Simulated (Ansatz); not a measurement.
**GeH6NOSb: up Jacob's ladder to CCSD(T)**

How much do the methods differ for GeH6NOSb? The plan is to run it at one geometry with functionals of several rungs and with coupled cluster. The yardstick is the atomisation energy at the CCSD(T) limit.

Computed with Ansatz 0.2.0, Gaussian basis. Level: functionals in def2-TZVPP, the program's frozen cores in correlated methods.

The runs, in order: LDA (SPW92), PBE-D4, revPBE-D4, BLYP-D4, r2SCAN-D4, B97M-V, PBE0-D4, B3LYP-D4, r2SCANh-D4, r2SCAN0-D4, HSE06-D4, BHLYP-D4, CAM-B3LYP-D4, LC-ωPBE, ωB97X-V, ωB97M-V, B2PLYP, PBE-QIDH; CCSD(T)/def2-SVP; CCSD(T)/def2-TZVPP; MP2/def2-QZVPP; extrapolation to the limit; RPA on PBE.

## (1) The relaxed structure

An earlier PBE0-D4 in a triple-zeta def2 set relaxation fixed the geometry. Sb takes the def2 core potential; no spin-orbit term is included.

SMILES `[NH2][GeH]([OH])[SbH2]`, 10 atoms, charge 0, spin multiplicity 1.

Atoms are counted from 1 here; the program's logs count them from 0.

Bond lengths: N1–Ge2 1.825 Å, N1–H5 1.010 Å, N1–H6 1.011 Å, Ge2–O3 1.784 Å, Ge2–Sb4 2.646 Å, Ge2–H7 1.546 Å, O3–H8 0.960 Å, Sb4–H9 1.708 Å, Sb4–H10 1.709 Å. Angles: Ge2–N1–H5 114.9°, Ge2–N1–H6 114.2°, H5–N1–H6 109.1°, N1–Ge2–O3 102.5°, N1–Ge2–Sb4 118.2°, N1–Ge2–H7 106.6°, O3–Ge2–Sb4 106.9°, O3–Ge2–H7 111.2°, Sb4–Ge2–H7 111.0°, Ge2–O3–H8 112.6°, Ge2–Sb4–H9 89.8°, Ge2–Sb4–H10 89.8°, H9–Sb4–H10 91.5°.

## (2) LDA

This LDA is Slater exchange with PW92 correlation.

in.yaml reads:

```yaml
crystal:
  periodic: [false, false, false]
  atoms:
    - {symbol: N, position_ang: [-1.395193, -0.047437, -0.977323]}
    - {symbol: Ge, position_ang: [0.249335, -0.560663, -0.375399]}
    - {symbol: O, position_ang: [-0.117675, -2.055100, 0.527480]}
    - {symbol: Sb, position_ang: [1.528968, 1.050828, 1.288212]}
    - {symbol: H, position_ang: [-2.012036, 0.319877, -0.266262]}
    - {symbol: H, position_ang: [-1.368288, 0.596531, -1.755651]}
    - {symbol: H, position_ang: [1.105865, -0.858705, -1.627787]}
    - {symbol: H, position_ang: [0.603099, -2.326446, 1.099842]}
    - {symbol: H, position_ang: [0.034421, 1.528608, 1.963855]}
    - {symbol: H, position_ang: [1.454504, 2.301209, 0.125933]}
basis:
  gaussian: {orbitals: def2-TZVPP}
hamiltonian: {xc: lda}
output: {orbitals: {seedname: orbitals}}
```

The run is started by

```bash
ansatz run in.yaml --threads 4 --pin off --events-out ev --progress --plain --max-ram 10444MiB
```

After this run come: PBE-D4 (GGA); revPBE-D4 (GGA); BLYP-D4 (GGA); r2SCAN-D4 (meta-GGA); B97M-V (meta-GGA); B3LYP-D4 (hybrid); r2SCANh-D4 (hybrid); r2SCAN0-D4 (hybrid); HSE06-D4 (hybrid); BHLYP-D4 (hybrid); CAM-B3LYP-D4 (range-separated); LC-ωPBE (range-separated); ωB97X-V (range-separated); ωB97M-V (range-separated); B2PLYP (double hybrid); PBE-QIDH (double hybrid); CCSD(T) in def2-SVP; CCSD(T) in def2-TZVPP; MP2 in def2-QZVPP; RPA on PBE orbitals.

**Question.** What will the summary of the whole plan be? Wanted: atomisation energy, CCSD(T)/CBS; farthest beyond LDA; mean size of error, GGA; mean size of error, meta-GGA; mean size of error, hybrid; mean size of error, range-separated; mean size of error, double hybrid; gap, smallest and largest; T1 diagnostic.

**Answer**, as computed:

```
                               quantity                                                     value
        atomisation energy, CCSD(T)/CBS                                             2951.4 kJ/mol
 functionals within 29.5 kJ/mol (1.0 %)  PBE-D4, BLYP-D4, B97M-V, B3LYP-D4, CAM-B3LYP-D4, ωB97X-V
                    farthest beyond LDA                                  BHLYP-D4 (-125.7 kJ/mol)
                mean size of error, GGA                                               29.0 kJ/mol
           mean size of error, meta-GGA                                               17.7 kJ/mol
             mean size of error, hybrid                                               69.8 kJ/mol
    mean size of error, range-separated                                               31.2 kJ/mol
      mean size of error, double hybrid                                               75.6 kJ/mol
              gap, smallest and largest                     4.18 eV (BLYP-D4), 10.47 eV (LC-ωPBE)
                          T1 diagnostic                                                    0.0128
triples share of the correlation energy                                                     3.4 %
```

In words: The LDA atomisation energy is off by 463.5 kJ/mol (16 %): it overbinds. PBE-D4 is off by +18.9 kJ/mol. Double hybrids carry the basis error of their MP2 part in triple zeta, and no dispersion term here, so their miss is partly the set-up's. The rungs meta-GGA, GGA miss on average by less than the doubt on the reference (29.5 kJ/mol), so they tie. Misses under about 29.5 kJ/mol are within the doubt on the reference itself, which lacks core-valence correlation, spin-orbit coupling and higher excitations, and its outer-core shells are covered unevenly. All levels share the lack of spin-orbit coupling, which lowers the free heavy atoms and so the true binding. Hartree-Fock recovers 64 % of the binding; the rest is correlation. CCSD(T) in def2-SVP is off by -302.4 kJ/mol, worse than the median functional, from the basis alone. Orbital gaps span 4.2 to 10.5 eV; exact exchange widens them. Correlated methods include outer-core shells of Ge, Sb, which these sets cover unevenly.
